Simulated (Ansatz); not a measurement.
Debugging a single point in a Gaussian basis of CH3F2SSi, SMILES C[Si](F)(F)[S] (the Ansatz DFT code, driven from Python).

`energy.py`
```python
# -*- coding: utf-8 -*-
'''Single point of CH3F2SSi in a Gaussian basis.'''

import ansatz as az
from ase import Atoms

BASIS_SET = '6-31G*'
LEVEL = 'mp2'

atoms = Atoms(['C', 'Si', 'F', 'F', 'S', 'H', 'H', 'H'], positions=[
    [-0.7644, -0.3399, 0.5182],
    [0.6934, 0.136, -0.4525],
    [1.9451, -0.4983, 0.2549],
    [0.6436, -0.4489, -1.9361],
    [0.9296, 2.2417, -0.5783],
    [-0.9388, -1.3648, 0.5657],
    [-0.7378, 0.0875, 1.5358],
    [-1.6786, 0.1296, 0.0365],
])
geometry = az.Crystal.molecule_from_ase(atoms)

calculation = geometry.basis(gaussian=BASIS_SET).correlation(LEVEL).spin('collinear', total=1)
trace = []
out = calculation.session().plan().execute(on_event=trace.append)
rep = out.report
for event in trace:
    if event['event'] == 'mean_field_evaluation' and event['data']['evaluation'] <= 25:
        print('pass {evaluation:3d}  E = {energy_ev:.6f} eV  gradient {gradient_ev:.1e}'.format(**event['data']))

for key in ('converged', 'free_energy_ev', 'reference_energy_ev', 'n_frozen', 'n_occupied', 'n_virtual'):
    print(f'{key:22s} {rep[key]}')

parts = rep['correlation']
for name in ('random_phase', 'coupled_cluster', 'perturbative'):
    if name in parts:
        print(f'{name:16s} {parts[name]["energy"]["hartree"]:12.7f} Ha')
if 'second_order' in parts:
    pair = parts['second_order']
    print(f'MP2 same spin {pair["same_spin"]["hartree"]:.7f} Ha, opposite spin {pair["opposite_spin"]["hartree"]:.7f} Ha')

field = rep['mean_field']
print('<S^2> =', round(abs(field['state']['spin_squared']), 4), ' relativity:', field['relativity'])
print('passes:', field['passes'])
if 'symmetry' in field:
    print('occupied orbitals by irrep:', field['symmetry']['occupied'])
```

```console
$ python energy.py
Traceback (most recent call last):
  File "energy.py", line 22, in <module>
    calculation = geometry.basis(gaussian=BASIS_SET).correlation(LEVEL).spin('collinear', total=1)
                  ^^^^^^^^^^^^^^
AttributeError: 'Crystal' object has no attribute 'basis'
$ echo $?
1
```

What is wrong, and how is it mended?

The fault: settings are called on the crystal, without .calculation(). The change:

```diff
--- before
+++ after
@@ -21,3 +21,3 @@
 
-calculation = geometry.basis(gaussian=BASIS_SET).correlation(LEVEL).spin('collinear', total=1)
+calculation = geometry.calculation().basis(gaussian=BASIS_SET).correlation(LEVEL).spin('collinear', total=1)
 trace = []
```

With that change:

```console
$ python energy.py
pass   1  E = -25169.754725 eV  gradient 2.6e+01
pass   2  E = -25169.807815 eV  gradient 2.6e+01
pass   3  E = -25171.990480 eV  gradient 1.4e+01
pass   4  E = -25172.579549 eV  gradient 2.2e+00
pass   5  E = -25172.623733 eV  gradient 6.3e-01
pass   6  E = -25172.623807 eV  gradient 6.3e-01
pass   7  E = -25172.624603 eV  gradient 6.4e-01
pass   8  E = -25172.629873 eV  gradient 3.0e-01
pass   9  E = -25172.632206 eV  gradient 1.7e-01
pass  10  E = -25172.632211 eV  gradient 1.8e-01
pass  11  E = -25172.635611 eV  gradient 1.2e-01
pass  12  E = -25172.635625 eV  gradient 1.2e-01
pass  13  E = -25172.636041 eV  gradient 3.2e-02
pass  14  E = -25172.636044 eV  gradient 3.2e-02
pass  15  E = -25172.636169 eV  gradient 2.2e-02
pass  16  E = -25172.636171 eV  gradient 2.2e-02
pass  17  E = -25172.636181 eV  gradient 1.4e-03
pass  18  E = -25172.636181 eV  gradient 1.5e-03
pass  19  E = -25172.636181 eV  gradient 5.0e-05
pass  20  E = -25172.636181 eV  gradient 8.1e-05
pass  21  E = -25172.636181 eV  gradient 2.3e-06
pass  22  E = -25172.636181 eV  gradient 3.5e-06
pass  23  E = -25172.636181 eV  gradient 3.1e-08
pass  24  E = -25172.636181 eV  gradient 6.9e-08
pass  25  E = -25171.901874 eV  gradient 7.7e+00
converged              True
free_energy_ev         -25190.311309351582
reference_energy_ev    -25172.636181000387
n_frozen               13
n_occupied             [16, 15]
n_virtual              [60, 61]
MP2 same spin -0.1713750 Ha, opposite spin -0.4781740 Ha
<S^2> = 0.7569  relativity: none
passes: {'evaluations': 42, 'products': 214}
occupied orbitals by irrep: [{'A': 29}, {'A': 28}]
```

Total energies depend on the basis set; only differences at equal settings carry meaning. The geometry is a force-field or estimated start, not a minimum of this method, and the basis set is short of its limit. The species is open-shell (spin multiplicity 2). S² is that of the Hartree-Fock reference. Early passes use coarser integrals and grids, so their energies can't be compared with the last. It ran for 9.9 s on 1 thread of Arm Neoverse V1, on a shared host, peak memory 0.29 GiB.

(A comment or docstring line of the script was reworded after the run, the code is as it ran; lines on the test bed's own set-up are left out of the output.)
